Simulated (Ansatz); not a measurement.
# Ta16F: the cost of one run

Computed with Ansatz 0.2.0 (DFT PBE, scalar-relativistic, plane waves, PAW, unless a step's input says otherwise).

2 further runs of the same task are left out: 2 set aside as unsound or not needed. Runs told in other sessions of the task aren't counted.

### Step 1. The structure to begin with

Symmetry: P4mm, No. 99, tetragonal system. Conventional cell: a = 6.638 Å, b = 6.638 Å, c = 20.300 Å, α = 90.00°, β = 90.00°, γ = 90.00°. Ta (site symmetry m) is surrounded by 4 Ta at 2.87 Å. Ta (site symmetry 4mm) is surrounded by 9 Ta at 2.87 to 3.14 Å. Around Ta (site symmetry 2mm) lie 9 Ta at 2.87 to 3.14 Å. Around Ta (site symmetry m) lie 8 Ta at 2.78 to 2.87 Å. Around Ta (site symmetry 4mm) lie 1 F at 2.28 Å. Around Ta (site symmetry 2mm) lie 5 Ta at 2.78 to 3.14 Å. Around Ta (site symmetry 4mm) lie 5 Ta at 2.78 to 3.14 Å. Only part of the 9 independent sites is listed.

Structure file:

```cif
data_structure
_symmetry_space_group_name_H-M 'P 1'
_symmetry_Int_Tables_number 1
_cell_length_a 6.6379
_cell_length_b 6.6379
_cell_length_c 20.2997
_cell_angle_alpha 90.000
_cell_angle_beta 90.000
_cell_angle_gamma 90.000
_cell_volume 894.45
loop_
_atom_site_label
_atom_site_type_symbol
_atom_site_fract_x
_atom_site_fract_y
_atom_site_fract_z
_atom_site_occupancy
Ta1 Ta 0.25000 0.25000 0.19705 1
Ta2 Ta 0.25000 0.75000 0.19705 1
Ta3 Ta 0.75000 0.25000 0.19705 1
Ta4 Ta 0.75000 0.75000 0.19705 1
Ta5 Ta 0.00000 0.00000 0.27880 1
Ta6 Ta 0.00000 0.50000 0.27880 1
Ta7 Ta 0.50000 0.00000 0.27880 1
Ta8 Ta 0.50000 0.50000 0.27880 1
Ta9 Ta 0.25000 0.25000 0.35991 1
Ta10 Ta 0.25000 0.75000 0.35991 1
Ta11 Ta 0.75000 0.25000 0.35991 1
Ta12 Ta 0.75000 0.75000 0.35991 1
Ta13 Ta 0.00000 0.00000 0.43349 1
Ta14 Ta 0.00000 0.50000 0.43349 1
Ta15 Ta 0.50000 0.00000 0.43349 1
Ta16 Ta 0.50000 0.50000 0.43349 1
F1 F 0.00000 0.00000 0.54581 1
```

This is the geometry of the first run shown, built on a cell relaxed beforehand with the same method.

### Step 2. The scan

Atoms count from 1 in the order of the input.

F is moved over the surface cell; relaxed at each place: the height of the adsorbate's atoms; substrate rigid; the origin of the map has the adsorbate above Ta13.

The axes are (1) position of F17 along the first surface vector, from above Ta13: 8 values from 0.000 to 0.875, periodic; (2) position of F17 along the second surface vector, from above Ta13: 8 values from 0.000 to 0.875, periodic.

Relaxed at each point: the height of the adsorbate's atoms; substrate rigid. Points are written as (first, second).

The two vectors of the plane (Å): (3.319, 0.000, 0.000); (0.000, 3.319, 0.000).

### Step 3. Grid point (0/8, 0/8) of the map's two axes

Input file input.yaml:

```yaml
crystal:
  lattice:
    - [6.6379342675, 0.0, 0.0]
    - [0.0, 6.6379342675, 0.0]
    - [0.0, 0.0, 20.2996559605]
  atoms:
    - { symbol: Ta, position: [0.25, 0.25, 0.1970476745] }
    - { symbol: Ta, position: [0.25, 0.75, 0.1970476745] }
    - { symbol: Ta, position: [0.75, 0.25, 0.1970476745] }
    - { symbol: Ta, position: [0.75, 0.75, 0.1970476745] }
    - { symbol: Ta, position: [0.0, 0.0, 0.2787970189] }
    - { symbol: Ta, position: [0.0, 0.5, 0.2787970189] }
    - { symbol: Ta, position: [0.5, 0.0, 0.2787970189] }
    - { symbol: Ta, position: [0.5, 0.5, 0.2787970189] }
    - { symbol: Ta, position: [0.25, 0.25, 0.3599139072] }
    - { symbol: Ta, position: [0.25, 0.75, 0.3599139072] }
    - { symbol: Ta, position: [0.75, 0.25, 0.3599139072] }
    - { symbol: Ta, position: [0.75, 0.75, 0.3599139072] }
    - { symbol: Ta, position: [0.0, 0.0, 0.4334879358] }
    - { symbol: Ta, position: [0.0, 0.5, 0.4334879358] }
    - { symbol: Ta, position: [0.5, 0.0, 0.4334879358] }
    - { symbol: Ta, position: [0.5, 0.5, 0.4334879358] }
    - { symbol: F, position: [0.0, 0.0, 0.5458051103] }
basis:
  ecutwfc: 420
kpoints:
  mp_grid: { grid: [4, 4, 1] }
hamiltonian:
  xc: pbe
  pseudopotentials: { kind: paw, azcp: { folder: soft_1 } }
scf:
  occupations: { method: gaussian, width: 0.1 }
output:
  forces: true
  eigenvalues: true
  write_density: true
  write_potential: true
  elf: true
  volumetric_format: npy
relax:
  adjacent_minimum: "off"
  f_tol: 0.025
  max_steps: 16
  constraints:
    - { sites: [0, 1, 2, 3, 4, 5, 6, 7, 8, 9, 10, 11, 12, 13, 14, 15] }
    - { sites: [16], fix: xy }
efield:
  axis: 3
  dipole_correction: true
  ramp_width: 0.04
```

On the command line:

```console
$ ansatz run input.yaml --threads 4 --pin off --max-ram 12288MiB --backend cpu --events-out ev --progress --plain --runs-dir out
```

Q: Estimate wall time and peak memory on 4 threads of Intel Xeon Platinum 8488C (Sapphire Rapids), shared host.

About 94 s, with a peak of 2.3 GiB.
